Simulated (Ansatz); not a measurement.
# Al2H3LiS: functionals against CCSD(T) at one geometry

An exercise on one series of results from a longer session: the logs are not shown, and one member is left open.

Program: Ansatz 0.2.0, Gaussian basis. Level of theory: single points in def2-TZVPP. These are calculated values, not measurements.

Correlated methods freeze the cores. The outer core shell of Li, Na, Mg and K is correlated.

## Starting geometry

SMILES `[Li][S][AlH][AlH2]`, 7 atoms, charge 0, spin multiplicity 1.

Atoms are counted from 1 here; the program's logs count them from 0.

Bond lengths: Li1–S2 2.182 Å, S2–Al3 2.077 Å, Al3–Al4 2.408 Å, Al3–H5 1.492 Å, Al4–H6 1.507 Å, Al4–H7 1.525 Å. Angles: Li1–S2–Al3 159.1°, S2–Al3–Al4 110.1°, S2–Al3–H5 114.1°, Al4–Al3–H5 134.7°, Al3–Al4–H6 121.2°, Al3–Al4–H7 127.9°, H6–Al4–H7 110.2°.

As a file:

```tsv
atom	x (Å)	y (Å)	z (Å)
Li1	0.1876	-2.9796	2.8641
S2	0.0715	-1.3223	1.4500
Al3	0.2394	0.6103	0.7065
Al4	-0.3483	0.6534	-1.6284
H5	0.9025	1.5668	1.6394
H6	-0.6245	-0.6183	-2.3878
H7	-0.2867	1.8361	-2.5890
```

Set-up of the first run:

File run/in.yaml:

```yaml
crystal:
  periodic: [false, false, false]
  atoms:
    - {symbol: Li, position_ang: [0.187600, -2.979600, 2.864100]}
    - {symbol: S, position_ang: [0.071500, -1.322300, 1.450000]}
    - {symbol: Al, position_ang: [0.239400, 0.610300, 0.706500]}
    - {symbol: Al, position_ang: [-0.348300, 0.653400, -1.628400]}
    - {symbol: H, position_ang: [0.902500, 1.566800, 1.639400]}
    - {symbol: H, position_ang: [-0.624500, -0.618300, -2.387800]}
    - {symbol: H, position_ang: [-0.286700, 1.836100, -2.589000]}
basis:
  gaussian: {orbitals: def2-TZVPP}
correlation: {method: ccsd_t}
output: {forces: true}
```

The command line of these runs was not kept.

Among the steps run: CCSD(T)/def2-TZVPP; PBE0-D4/def2-TZVPP; wB97M-V/def2-TZVPP; r2SCAN-D4/def2-TZVPP; PBE-D4/def2-TZVPP; HSE06-D4/def2-TZVPP; BHLYP-D4/def2-TZVPP.

One of the session's tables, all rows but one given; the rest of the session is left out.

```
   method  RMS force component (eV/Å)  angle to CCSD(T) forces (°)  dipole (D)
  CCSD(T)                       0.699                    reference        8.55
  PBE0-D4                           ?                            ?           ?
  wB97M-V                       0.647                          3.6        8.31
r2SCAN-D4                       0.684                          4.0        8.64
   PBE-D4                       0.737                          8.2        8.43
 HSE06-D4                       0.700                          4.8        8.41
 BHLYP-D4                       0.659                          6.2        8.27
```

Estimate the missing values for PBE0-D4.

The run gave: RMS force component (eV/Å): 0.698; angle to CCSD(T) forces (°): 4.9; dipole (D): 8.41. In the column «RMS force component (eV/Å)» it lies between r2SCAN-D4 (0.684) and CCSD(T) (0.699).
